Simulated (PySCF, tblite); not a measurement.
**CH12SSeSi4: geometry, infrared bands and NMR shifts**

Wanted: the infrared bands and NMR shifts of CH12SSeSi4 (`C[Si@H]([SiH2][Se][SiH3])S[SiH3]`), by calculation.

Computed with tblite 0.8.0 and PySCF 2.14.0, with density-fitted response routines of our own, on a single molecule in the gas phase. Atoms count from 0, in the outputs and in this text.

## 1. The starting structure

19 atoms, charge 0, multiplicity 1; geometry from: force field or distance geometry start.

Bonds of the start (Å): C0–Si1 1.88, Si1–Si2 2.26, Si2–Se3 2.29, Se3–Si4 2.27, Si1–S5 2.15, S5–Si6 2.16, C0–H7 1.11, C0–H8 1.09, C0–H9 1.11, Si1–H10 1.45, Si2–H11 1.45, Si2–H12 1.48, Si4–H13 1.49, Si4–H14 1.49, Si4–H15 1.48, Si6–H16 1.49, Si6–H17 1.47, Si6–H18 1.46.

## 2. Relaxing the molecule with GFN2-xTB

The job: settings as JSON, then the geometry in Å.

```
{"job": {"kind": "relax", "xc": "GFN2-xTB", "basis": "xTB"}, "charge": 0, "multiplicity": 1}
C     -1.115800    -0.678500    -0.834300
Si    -0.615500     0.936300    -0.016000
Si     1.179700     0.349400     1.232100
Se     2.359300    -1.063300    -0.125200
Si     4.383700    -0.085900    -0.473500
S     -2.287000     1.526100     1.204000
Si    -4.007600     0.610900     0.277600
H     -1.534100    -1.314800    -0.024100
H     -0.239700    -1.188300    -1.233100
H     -1.905500    -0.427700    -1.567900
H     -0.296200     1.950300    -1.006800
H      1.951700     1.497800     1.658200
H      0.702700    -0.439800     2.389800
H      5.071800    -0.856100    -1.546000
H      4.237100     1.342800    -0.874500
H      5.125700    -0.175900     0.800900
H     -3.556200    -0.759600    -0.076600
H     -4.338100     1.249500    -1.005300
H     -5.125900     0.566200     1.213300
```

On the command line:

```console
$ OMP_NUM_THREADS=1 python probes_run.py task.json out
```

This one command runs all jobs of the session in turn.

What it wrote:

```text
step      E/eV     max force
  0    -589.99051    1.037
  1    -590.06432    0.751
  2    -590.14626    0.570
  3    -590.17519    0.511
  4    -590.24051    0.448
  5    -590.26236    0.454
  6    -590.29749    0.429
  7    -590.31895    0.470
  8    -590.34015    0.353
  9    -590.35368    0.227
 10    -590.36427    0.206
 11    -590.37152    0.216
 12    -590.37801    0.204
 13    -590.38379    0.176
 14    -590.38941    0.223
 15    -590.39639    0.253
 16    -590.40550    0.372
 17    -590.41420    0.328
 18    -590.41978    0.168
 19    -590.42331    0.134
 20    -590.42695    0.191
 21    -590.43223    0.243
 22    -590.43896    0.250
 23    -590.44550    0.202
 24    -590.45018    0.155
 25    -590.45330    0.148
 26    -590.45617    0.146
 27    -590.45875    0.135
 28    -590.46067    0.133
 29    -590.46238    0.136
 30    -590.46434    0.135
 31    -590.46686    0.125
 32    -590.46970    0.131
 33    -590.47202    0.104
 34    -590.47347    0.081
 35    -590.47452    0.077
 36    -590.47555    0.095
 37    -590.47651    0.094
 38    -590.47736    0.074
 39    -590.47815    0.067
 40    -590.47902    0.073
 41    -590.48007    0.096
 42    -590.48113    0.086
 43    -590.48196    0.066
 44    -590.48260    0.062
 45    -590.48331    0.078
 46    -590.48440    0.110
 47    -590.48603    0.146
 48    -590.48798    0.137
 49    -590.48958    0.080
 50    -590.49057    0.063
 51    -590.49117    0.056
 52    -590.49164    0.049
 53    -590.49209    0.048
 54    -590.49252    0.045
 55    -590.49297    0.050
 56    -590.49343    0.042
 57    -590.49383    0.041
 58    -590.49412    0.040
 59    -590.49436    0.042
 60    -590.49463    0.045
 61    -590.49504    0.048
 62    -590.49560    0.052
 63    -590.49595    0.046
 64    -590.49616    0.035
 65    -590.49631    0.035
 66    -590.49652    0.057
 67    -590.49689    0.084
 68    -590.49746    0.093
 69    -590.49813    0.068
 70    -590.49867    0.043
 71    -590.49904    0.044
 72    -590.49945    0.061
 73    -590.50020    0.090
 74    -590.50151    0.120
 75    -590.50333    0.121
 76    -590.50511    0.089
 77    -590.50635    0.065
 78    -590.50716    0.058
 79    -590.50817    0.091
 80    -590.50940    0.094
 81    -590.51046    0.083
 82    -590.51123    0.072
 83    -590.51194    0.064
 84    -590.51292    0.068
 85    -590.51386    0.098
 86    -590.51504    0.095
 87    -590.51572    0.060
 88    -590.51622    0.059
 89    -590.51666    0.046
 90    -590.51755    0.089
 91    -590.51840    0.099
 92    -590.51939    0.074
 93    -590.52008    0.068
 94    -590.52075    0.076
 95    -590.52166    0.089
 96    -590.52329    0.109
 97    -590.52571    0.104
 98    -590.52852    0.135
 99    -590.53001    0.074
100    -590.53127    0.108
101    -590.53203    0.101
102    -590.53335    0.063
103    -590.53409    0.051
104    -590.53530    0.066
105    -590.53614    0.064
106    -590.53665    0.052
107    -590.53695    0.029
108    -590.53712    0.026
109    -590.53723    0.026
110    -590.53734    0.025
111    -590.53751    0.038
112    -590.53772    0.044
113    -590.53794    0.038
114    -590.53811    0.028
115    -590.53821    0.023
116    -590.53828    0.017
117    -590.53835    0.017
118    -590.53846    0.021
119    -590.53859    0.025
120    -590.53873    0.023
121    -590.53887    0.021
122    -590.53901    0.033
123    -590.53916    0.036
124    -590.53931    0.034
125    -590.53946    0.031
126    -590.53961    0.029
127    -590.53980    0.041
128    -590.54006    0.051
129    -590.54041    0.054
130    -590.54079    0.047
131    -590.54108    0.034
132    -590.54129    0.029
133    -590.54145    0.039
134    -590.54161    0.038
135    -590.54177    0.034
136    -590.54196    0.037
137    -590.54223    0.052
138    -590.54261    0.060
139    -590.54297    0.051
140    -590.54323    0.038
141    -590.54345    0.041
142    -590.54369    0.045
143    -590.54401    0.038
144    -590.54446    0.038
145    -590.54493    0.038
146    -590.54527    0.039
147    -590.54560    0.038
148    -590.54587    0.038
149    -590.54611    0.036
150    -590.54635    0.033
151    -590.54656    0.034
152    -590.54674    0.032
153    -590.54688    0.032
154    -590.54701    0.029
155    -590.54713    0.021
156    -590.54724    0.028
157    -590.54734    0.024
158    -590.54741    0.023
159    -590.54746    0.019
160    -590.54751    0.016
161    -590.54755    0.018
162    -590.54761    0.022
163    -590.54767    0.020
164    -590.54774    0.019
165    -590.54780    0.015
166    -590.54786    0.020
167    -590.54795    0.027
168    -590.54806    0.024
169    -590.54818    0.023
170    -590.54828    0.019
171    -590.54835    0.024
172    -590.54841    0.021
173    -590.54851    0.021
174    -590.54862    0.022
175    -590.54874    0.032
176    -590.54887    0.037
177    -590.54903    0.036
178    -590.54923    0.038
179    -590.54942    0.032
180    -590.54958    0.043
181    -590.54970    0.034
182    -590.54983    0.027
183    -590.54998    0.033
184    -590.55017    0.033
185    -590.55036    0.034
186    -590.55055    0.041
187    -590.55073    0.041
188    -590.55094    0.032
189    -590.55111    0.028
190    -590.55125    0.025
191    -590.55137    0.026
192    -590.55148    0.025
193    -590.55160    0.029
194    -590.55172    0.024
195    -590.55184    0.032
196    -590.55195    0.029
197    -590.55204    0.026
198    -590.55213    0.019
199    -590.55220    0.020
200    -590.55227    0.023
201    -590.55232    0.024
202    -590.55238    0.018
203    -590.55243    0.020
204    -590.55248    0.020
205    -590.55255    0.022
206    -590.55264    0.029
207    -590.55275    0.031
208    -590.55287    0.040
209    -590.55299    0.035
210    -590.55309    0.024
211    -590.55318    0.026
212    -590.55326    0.022
213    -590.55332    0.018
214    -590.55336    0.012
215    -590.55340    0.011
216    -590.55344    0.015
217    -590.55348    0.019
218    -590.55353    0.018
219    -590.55356    0.017
220    -590.55359    0.014
221    -590.55362    0.013
222    -590.55366    0.018
223    -590.55371    0.016
224    -590.55376    0.016
225    -590.55380    0.015
226    -590.55382    0.012
227    -590.55384    0.013
228    -590.55386    0.014
229    -590.55388    0.011
230    -590.55389    0.010
231    -590.55390    0.008
```

It took 5.9 s on 1 thread of Arm Neoverse N1, shared host; peak memory 0.18 GiB.

Along the way: (not every step is listed)

```csv
step,energy from step 0 (eV),largest force (eV/Å)
0,0.0000,1.0366
1,-0.0738,0.7515
2,-0.1558,0.5699
3,-0.1847,0.5107
4,-0.2500,0.4478
5,-0.2718,0.4543
6,-0.3070,0.4286
7,-0.3284,0.4703
8,-0.3496,0.3529
29,-0.4719,0.1360
50,-0.5001,0.0631
71,-0.5085,0.0437
92,-0.5289,0.0736
113,-0.5474,0.0378
134,-0.5511,0.0380
155,-0.5566,0.0209
176,-0.5584,0.0371
197,-0.5615,0.0257
218,-0.5630,0.0182
226,-0.5633,0.0117
227,-0.5633,0.0134
228,-0.5634,0.0136
229,-0.5634,0.0108
230,-0.5634,0.0102
231,-0.5634,0.0083
```

Distances of close pairs at the start and the end, largest changes first:

```csv
bond,before (Å),after (Å),change (Å)
Si1–Si2,2.264,2.314,+0.050
Si4–H13,1.489,1.454,-0.035
Si4–H14,1.491,1.458,-0.033
Si6–H16,1.486,1.457,-0.028
C0–Si1,1.878,1.903,+0.025
Si2–Se3,2.287,2.311,+0.024
C0–H7,1.112,1.088,-0.024
Si4–H15,1.477,1.458,-0.019
```

The next job starts from the end point, and lists it.

## 3. Harmonic vibrations with GFN2-xTB

The job: settings as JSON, then the geometry in Å.

```
{"job": {"kind": "ir", "xc": "GFN2-xTB", "basis": "xTB"}, "charge": 0, "multiplicity": 1}
C     -1.268145    -1.220987    -0.958268
Si    -0.842322     0.496111    -0.256714
Si     1.252157     0.574767     0.722776
Se     2.614921    -0.238648    -0.956879
Si     4.686969     0.043751    -0.059947
S     -2.181497     1.009760     1.369261
Si    -4.134496     0.936741     0.498356
H     -1.406132    -1.950331    -0.162715
H     -0.453762    -1.569640    -1.588479
H     -2.174425    -1.208770    -1.559490
H     -1.078249     1.507067    -1.297613
H      1.806551     1.889242     1.057414
H      1.518799    -0.287948     1.877591
H      5.593149    -0.449211    -1.084562
H      4.855438     1.466267     0.210506
H      4.747819    -0.735840     1.170730
H     -4.432881    -0.447471     0.153771
H     -4.123867     1.773652    -0.694410
H     -4.989831     1.451066     1.551210
```

What it wrote:

```text
mode    cm-1     km/mol
  1      17.3      3.36
  2      23.5      1.39
  3      32.9      4.68
  4      38.4      3.60
  5      54.6      0.27
  6      78.4      0.25
  7      81.4      0.39
  8      97.0      0.72
  9     110.9      2.04
 10     133.4      0.32
 11     157.1      8.07
 12     169.1      9.39
 13     333.6     65.67
 14     364.5     31.83
 15     366.7     20.80
 16     426.6     37.34
 17     488.7     11.69
 18     508.7    102.74
 19     518.4     27.73
 20     532.6     67.63
 21     533.2     44.94
 22     550.7     37.60
 23     562.2    200.56
 24     583.0    428.92
 25     621.0    345.40
 26     662.6    161.39
 27     737.4    193.42
 28     743.5    830.77
 29     750.6    119.16
 30     754.0    150.08
 31     766.3     59.24
 32     771.0    298.43
 33     782.2     18.80
 34     792.5    534.76
 35     820.6     50.63
 36     825.4    141.19
 37    1359.3     21.59
 38    1463.1      1.72
 39    1465.3      2.73
 40    2169.4    106.96
 41    2215.5    273.96
 42    2231.0     95.88
 43    2301.3    223.68
 44    2304.0    103.95
 45    2304.6    439.28
 46    2315.3    142.21
 47    2341.4    254.07
 48    2374.7    202.52
 49    3019.6      8.77
 50    3020.3     15.78
 51    3031.6     19.30
```

It took 2.6 s on 1 thread of Arm Neoverse N1, shared host; peak memory 0.18 GiB.

Which atoms move in the most intense modes:

```csv
cm⁻¹,km/mol,atoms
583,428.9,"H10 61 %, H11 16 %"
621,345.4,H10 76 %
744,830.8,"H13 33 %, H14 26 %, H15 23 %"
771,298.4,"H16 37 %, H18 35 %, H17 14 %"
792,534.8,"H12 32 %, H11 31 %"
2216,274.0,"H12 53 %, H11 39 %"
2305,439.3,"H16 49 %, H17 39 %"
2341,254.1,H13 95 %
```

## 4. Shielding tensors: PBE0/pcSseg-1

Settings changed since step 3:

```diff
@@ -1,2 +1,2 @@
-{"job": {"kind": "ir", "xc": "GFN2-xTB", "basis": "xTB"}, "charge": 0, "multiplicity": 1}
+{"job": {"kind": "nmr", "xc": "PBE0", "basis": "pcSseg-1"}, "charge": 0, "multiplicity": 1}
 C     -1.268145    -1.220987    -0.958268
```

Method: GIAO PBE0/pcSseg-1 NMR shielding, non-relativistic, gas phase.

What it wrote:

```text
coarse grid: 74144 points
cycle   1  E = -4001.7959114292  dE = -8.383e-01  |g| = 7.460e-01  |ddm| = 4.072e+00
cycle   2  E = -4001.7976796388  dE = -1.768e-03  |g| = 5.074e-01  |ddm| = 9.901e-01
cycle   3  E = -4001.8460607577  dE = -4.838e-02  |g| = 1.333e-01  |ddm| = 6.521e-01
cycle   4  E = -4001.8506402567  dE = -4.579e-03  |g| = 2.766e-02  |ddm| = 1.616e-01
cycle   5  E = -4001.8507514132  dE = -1.112e-04  |g| = 4.942e-03  |ddm| = 2.715e-02
cycle   6  E = -4001.8507580500  dE = -6.637e-06  |g| = 1.462e-03  |ddm| = 8.667e-03
final grid: 148200 points
cycle   7  E = -4001.8508300173  dE =  3.233e-07  |g| = 1.810e-03  |ddm| = 5.471e-03
cycle   8  E = -4001.8508292979  dE =  7.194e-07  |g| = 2.351e-03  |ddm| = 6.396e-03
cycle   9  E = -4001.8508311233  dE = -1.825e-06  |g| = 1.410e-04  |ddm| = 3.554e-03
cycle  10  E = -4001.8508311260  dE = -2.650e-09  |g| = 1.338e-05  |ddm| = 1.356e-04
cycle  11  E = -4001.8508311260  dE = -4.729e-11  |g| = 2.822e-06  |ddm| = 2.384e-05
converged SCF energy = -4001.8508311260

GIAO shielding tensors (ppm)
atom      isotropic    diamagn.    paramagn.     s11        s22        s33       span
  0 C      187.739     257.053     -69.315    176.754    191.621    194.841     18.087
  1 Si     370.280     881.546    -511.266    315.549    390.945    404.346     88.797
  2 Si     410.514     881.264    -470.751    375.515    401.663    454.363     78.848
  3 Se    2475.434    3006.437    -531.003   2356.562   2454.573   2615.165    258.603
  4 Si     406.677     879.780    -473.103    371.178    392.672    456.179     85.000
  5 S      814.503    1061.614    -247.110    762.578    813.338    867.594    105.016
  6 Si     406.465     879.647    -473.182    368.847    396.012    454.535     85.688
  7 H       31.388      33.051      -1.663     28.035     28.521     37.608      9.573
  8 H       31.079      33.239      -2.159     24.546     30.744     37.948     13.402
  9 H       30.842      31.680      -0.838     25.610     28.945     37.970     12.360
 10 H       26.489      31.419      -4.931     22.696     25.855     30.915      8.219
 11 H       26.947      30.767      -3.820     21.871     26.273     32.697     10.826
 12 H       26.856      31.006      -4.150     22.042     25.994     32.532     10.490
 13 H       26.988      28.253      -1.265     22.348     24.433     34.182     11.834
 14 H       26.968      28.272      -1.304     22.296     24.885     33.722     11.426
 15 H       26.969      28.396      -1.426     22.320     24.866     33.722     11.402
 16 H       27.003      28.963      -1.960     22.357     26.024     32.629     10.272
 17 H       27.081      28.733      -1.652     23.186     25.261     32.797      9.612
 18 H       27.020      28.227      -1.208     22.772     24.507     33.781     11.009
```

Run time: 100 s. Hardware: 1 thread of Arm Neoverse N1, shared host; peak memory 1.1 GiB.

The references, computed at this level on geometries of the same kind, shield at (ppm): ¹H TMS 31.72, ¹³C TMS 186.9, ²⁹Si TMS 349.2, ⁷⁷Se Me2Se 1758, ³³S CS2 504. Their shielding less the atom's gives the shift. The references are single molecules in the gas phase. Atoms listed in one row are averaged.

```csv
atoms,environment,σ (ppm),δ (ppm)
C0,methyl carbon bonded to Si,187.7,-0.8
H10,"hydrogen on a silicon bonded to C, S, Si",26.49,5.23
H12,"hydrogen on a silicon bonded to Se, Si",26.86,4.86
H11,"hydrogen on a silicon bonded to Se, Si",26.95,4.77
"H13, H14, H15",hydrogen on a silicon bonded to Se,26.98,4.74
"H16, H17, H18",hydrogen on a silicon bonded to S,27.03,4.68
"H7, H8, H9",hydrogen on a methyl carbon bonded to Si,31.10,0.61
Si1,"silicon bonded to C, S, Si, H",370.3,-21.1
Si6,"silicon bonded to S, 3 H",406.5,-57.3
Si4,"silicon bonded to Se, 3 H",406.7,-57.5
Si2,"silicon bonded to Se, Si, 2 H",410.5,-61.4
Se3,selenium bonded to 2 Si,2475,-717
S5,sulfur bonded to 2 Si,815,-311
```

Charges from the same density, by scheme (e):

```csv
atoms,Mulliken,IAO,Hirshfeld,ESP fit
C0,-0.61,-0.71,-0.21,-0.55
Si1,0.38,0.57,0.26,0.55
Si2,0.39,0.34,0.21,-0.03
Se3,-0.64,-0.36,-0.15,-0.32
Si4,0.52,0.50,0.28,0.31
S5,-0.54,-0.45,-0.19,-0.40
Si6,0.47,0.55,0.30,0.33
```

Mayer bond orders: C0–Si1 0.95, Si1–Si2 0.91, Si2–Se3 0.92, Se3–Si4 0.93, Si1–S5 0.97, S5–Si6 0.93.

## 5. Summary of results

| quantity | value |
| --- | --- |
| strongest single infrared mode (GFN2-xTB) | 744 cm⁻¹, 831 km/mol |
| zero-point energy (GFN2-xTB) | 71.1 kcal/mol |
| ¹³C shifts against TMS (PBE0/pcSseg-1) | -0.8 ppm |
| ¹H shifts against TMS (PBE0/pcSseg-1, means over atoms taken as alike) | 5.23, 4.86, 4.77, 4.74, 4.68, 0.61 ppm |
| ²⁹Si shifts against TMS (PBE0/pcSseg-1) | -21.1, -57.3, -57.5, -61.4 ppm |
| ⁷⁷Se shifts against Me2Se (PBE0/pcSseg-1) | -717 ppm |
| ³³S shifts against CS2 (PBE0/pcSseg-1) | -311 ppm |

**Reading.** Over 231 steps the energy fell by 0.563 eV; of the close pairs, Si1–Si2 changed most, 2.264 to 2.314 Å. All 51 modes are real, so the xTB geometry is a minimum. The strongest single mode, at 744 cm⁻¹, has its largest shares on H13, H14 and H15 (the list is cut at 3 atoms). Unscaled tight-binding wavenumbers are off by several per cent, some by more. Its intensities can rank the bands wrongly. At PBE0/pcSseg-1: Shielding is most anisotropic at Se3 (span 259 ppm, paramagnetic term -531 ppm). Spin-orbit coupling is left out, which matters for shieldings and couplings at and beside the heavy atoms.
